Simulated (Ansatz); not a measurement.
# Li: the cost of one run

All numbers are computed with Ansatz 0.2.0 through its Python package. Level of theory: DFT PBEsol, plane waves, PAW.

### 1 Starting point

Li Im-3m: Symmetry: Im-3m, No. 229, cubic system. The conventional cell has a = 3.510 Å, b = 3.510 Å, c = 3.510 Å, α = 90.00°, β = 90.00°, γ = 90.00°. Around Li (site symmetry m-3m) lie 8 Li at 3.04 Å.

LiTc Pm-3m: The structure is cubic, space group Pm-3m (No. 221). The conventional cell has a = 3.285 Å, b = 3.285 Å, c = 3.285 Å, α = 90.00°, β = 90.00°, γ = 90.00°. Tc (site symmetry m-3m) is surrounded by 8 Li at 2.84 Å. Li (site symmetry m-3m) is surrounded by 8 Tc at 2.84 Å.

Tc Im-3m: The structure is cubic, space group Im-3m (No. 229). The conventional cell has a = 3.060 Å, b = 3.060 Å, c = 3.060 Å, α = 90.00°, β = 90.00°, γ = 90.00°. Tc (site symmetry m-3m) has 8 Tc at 2.65 Å as nearest neighbours.

No structure file is read: the coordinates are typed or built in the script.

### 2 The code

File run_alloy.py:

```python
from collections import Counter
import warnings

import ansatz
import numpy as np

XC = "pbesol"
MIXING_BETA = 0.7
SCF_TOL = 1e-06
K_SPACING = 0.3
FILLING = "gaussian"
SIGMA = 0.1


def bcc(first, a):
    return (
        ansatz.Lattice.bcc(a)
        .space_group(229)
        .atom(first, (0, 0, 0))
        .primitive()
    )

A_FIRST, A_LAST = 3.51, 3.06


def solve(name, crystal):
    calc = (
        crystal.calculation()
        .functional(XC)
        .basis(37 * ansatz.Ry)
        .mixing("anderson", beta=MIXING_BETA)
        .scf(tolerance=SCF_TOL)
        .kpoints(spacing=K_SPACING)
        .occupations(FILLING, width=SIGMA)
        .band_table()
    )
    calc = calc.relax(force_tolerance=0.03, fix_cell=["shape"])
    return calc.run()


def volume_per_atom(outcome):
    return abs(np.linalg.det(outcome.lattice.cell_ang)) / len(outcome.lattice.sites)


def counts(outcome):
    return Counter(site.symbol for site in outcome.lattice.sites)

warnings.simplefilter("ignore", ansatz.DeckWarning)

phases = {}
for k in range(2 + 1):
    a = A_FIRST + (A_LAST - A_FIRST) * k / 2
    cell = bcc("Li", a).conventional().resolved()
    sites = [site.position for site in cell.sites if site.symbol == "Li"]
    for position in sites[:k]:
        cell = cell.substitution("Tc", at=position, replaces="Li")
    phases[f"Li{2 - k}Tc{k}"] = cell.resolved()

done = {name: solve(name, crystal) for name, crystal in phases.items()}

# x is the share of the second element on the mixed sites; both end members stand on this same lattice
x = {name: counts(o)["Tc"] / (counts(o)["Li"] + counts(o)["Tc"]) for name, o in done.items()}
first, last = min(x, key=x.get), max(x, key=x.get)
energy = {name: o.report["energy_sigma0_ev"] / len(o.lattice.sites) for name, o in done.items()}
volume = {name: volume_per_atom(o) for name, o in done.items()}
rows = []
for name in sorted(done, key=x.get):
    line = lambda table: (1 - x[name]) * table[first] + x[name] * table[last]
    rows.append((name, x[name], 1000 * (energy[name] - line(energy)), volume[name], 100 * (volume[name] / line(volume) - 1)))
print("      cell       x(Tc)  E_mix (meV/atom)  V (A^3/atom)  excess V (%)")
for row in rows:
    print(f"{str(row[0]):>10}  {row[1]:10.3f}  {row[2]:+16.1f}  {row[3]:12.3f}  {row[4]:+12.2f}")
```

### 3 Launch

The run is started by

```
python run_alloy.py
```

Q: Estimate wall time and peak memory on 1 thread of Intel Xeon Platinum 8375C at 2.90GHz (Ice Lake), shared host.

About 10 s, with a peak of 0.4 GiB.
